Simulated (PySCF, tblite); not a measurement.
**CH11BNSi3 radical: geometry, infrared bands and EPR parameters**

Aim: predict the infrared bands and EPR parameters of CH11BNSi3 radical (`[SiH3]BC[SiH]N[SiH3]`).

Computed with tblite 0.8.0 and PySCF 2.14.0, with density-fitted response routines of our own, on a single molecule in the gas phase. Atoms are numbered from 0 throughout.

## (1) Starting geometry

17 atoms, charge 0, multiplicity 2; geometry from: force field or distance geometry start.

Bonds of the start (Å): Si0–B1 1.95, B1–C2 1.58, C2–Si3 1.85, Si3–N4 1.76, N4–Si5 1.77, Si0–H6 1.47, Si0–H7 1.48, Si0–H8 1.47, B1–H9 1.16, C2–H10 1.11, C2–H11 1.12, Si3–H12 1.47, N4–H13 1.02, Si5–H14 1.46, Si5–H15 1.47, Si5–H16 1.48.

## (2) Geometry optimisation with GFN2-xTB

What the job is given:

```
{"job": {"kind": "relax", "xc": "GFN2-xTB", "basis": "xTB"}, "charge": 0, "multiplicity": 2}
Si     2.810300    -0.712000     0.332100
B      2.205600     0.985900    -0.401900
C      0.723700     1.487400    -0.217400
Si    -0.493400     0.115800    -0.423700
N     -2.159400     0.515400    -0.006500
Si    -3.210000    -0.912700    -0.058800
H      4.225100    -0.849800    -0.040000
H      2.677600    -0.774700     1.803600
H      1.974800    -1.793300    -0.206500
H      2.961200     1.719600    -0.891700
H      0.673200     1.987800     0.771000
H      0.445800     2.277300    -0.966500
H     -0.037000    -1.174200     0.101500
H     -2.286700     1.135200     0.793900
H     -2.798200    -1.726700    -1.200000
H     -4.621100    -0.558900    -0.278900
H     -3.098500    -1.710200     1.178800
```

The run is started by

```bash
$ OMP_NUM_THREADS=1 python probes_run.py task.json out
```

One launch serves the whole session: the jobs run in the order shown.

**Question.** This job is followed by: GFN2-xTB harmonic vibrations, gas phase; UKS B3LYP, pcH-1 on B C H N Si, non-relativistic, mean-field spin-orbit, GIAO. What will the session give for the following? strongest single infrared mode (GFN2-xTB); zero-point energy (GFN2-xTB); g(iso) (B3LYP); ⟨S²⟩; largest a(iso) (averaged by class); surface potential, 1st and 99th percentile.

As calculated:

```
                                 quantity                    value
strongest single infrared mode (GFN2-xTB)     826 cm⁻¹, 470 km/mol
             zero-point energy (GFN2-xTB)            68.9 kcal/mol
                           g(iso) (B3LYP)                  2.00311
                                     ⟨S²⟩       0.754 (exact 0.75)
       largest a(iso) (averaged by class)  29Si on Si3, -551.1 MHz
    surface potential, 1st and 99th percentile       -0.28 V and 1.75 V
```

What this shows: The optimisation took 288 steps and gained 0.888 eV; among the close pairs (by a distance rule), C2–Si3 changed most, from 1.845 to 1.921 Å. No mode is imaginary among the 45: a minimum at this level. The strongest single mode, at 826 cm⁻¹, is spread over many atoms; the largest shares are those of H6, H8. Unscaled tight-binding wavenumbers are off by several per cent, some by more. Its intensities can rank the bands wrongly. Most of the unpaired spin sits on Si3 (0.73 e). The isotropic g lies 0.8 ppt above the free-electron value.
